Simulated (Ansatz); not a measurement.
# RbZnBP2O8: the cost of one run

Method: DFT PBE, plane waves, PAW, scalar-relativistic, no spin polarisation, in Ansatz 0.2.0.

## (1) The system as given

The cell holds 26 atoms (B2O16P4Rb2Zn2): a = 7.439 Å, b = 7.639 Å, c = 7.861 Å, α = 118.82°, β = 101.73°, γ = 103.51°.

The coordinates stand in the first input below.

## (2) Run 1

90 steps of 1 fs at constant energy, with velocities drawn for 1800 K.

input.yaml

```yaml
accuracy: low
crystal:
  lattice:
    - [7.439, 0.0, 0.0]
    - [-1.784586, 7.427622, 0.0]
    - [-1.598141, -4.281287, 6.396237]
  atoms:
    - { symbol: Rb, position: [0.27564, 0.66126, 0.4174] }
    - { symbol: Rb, position: [0.72436, 0.33874, 0.5826] }
    - { symbol: Zn, position: [0.1964, 0.2947, 0.74195] }
    - { symbol: Zn, position: [0.8036, 0.7053, 0.25805] }
    - { symbol: B, position: [0.2985, 0.0755, 0.0701] }
    - { symbol: B, position: [0.7015, 0.9245, 0.9299] }
    - { symbol: P, position: [0.44916, 0.77822, 0.0828] }
    - { symbol: P, position: [0.55084, 0.22178, 0.9172] }
    - { symbol: P, position: [0.03492, 0.11208, 0.27626] }
    - { symbol: P, position: [0.96508, 0.88792, 0.72374] }
    - { symbol: O, position: [0.0195, 0.9009, 0.2506] }
    - { symbol: O, position: [0.9805, 0.0991, 0.7494] }
    - { symbol: O, position: [0.0854, 0.2982, 0.4976] }
    - { symbol: O, position: [0.9146, 0.7018, 0.5024] }
    - { symbol: O, position: [0.4487, 0.2481, 0.0784] }
    - { symbol: O, position: [0.5513, 0.7519, 0.9216] }
    - { symbol: O, position: [0.1985, 0.1867, 0.2021] }
    - { symbol: O, position: [0.8015, 0.8133, 0.7979] }
    - { symbol: O, position: [0.5939, 0.0129, 0.835] }
    - { symbol: O, position: [0.4061, 0.9871, 0.165] }
    - { symbol: O, position: [0.4082, 0.186, 0.7242] }
    - { symbol: O, position: [0.5918, 0.814, 0.2758] }
    - { symbol: O, position: [0.836, 0.096, 0.1447] }
    - { symbol: O, position: [0.164, 0.904, 0.8553] }
    - { symbol: O, position: [0.7396, 0.419, 0.0221] }
    - { symbol: O, position: [0.2604, 0.581, 0.9779] }
basis:
  ecutwfc: 420.0
kpoints:
  mp_grid: { grid: [1, 2, 2] }
hamiltonian:
  xc: pbe
scf:
  occupations: { method: fermi_dirac, width: 0.05 }
  lower_state_search: "off"
md:
  timestep: 1
  n_steps: 90
  ensemble: nve
  temperature: 1800.0
  initial_velocities: maxwell_boltzmann
  seed: 349835
```

Command:

```console
$ ansatz run input.yaml --threads 1 --pin off --max-ram 3072MiB --backend cpu --events-out ev --progress --plain --runs-dir out
```

What time and memory should one allow on 1 thread of Arm Neoverse V2, shared host?

About 10 min, with a peak of 0.71 GiB.
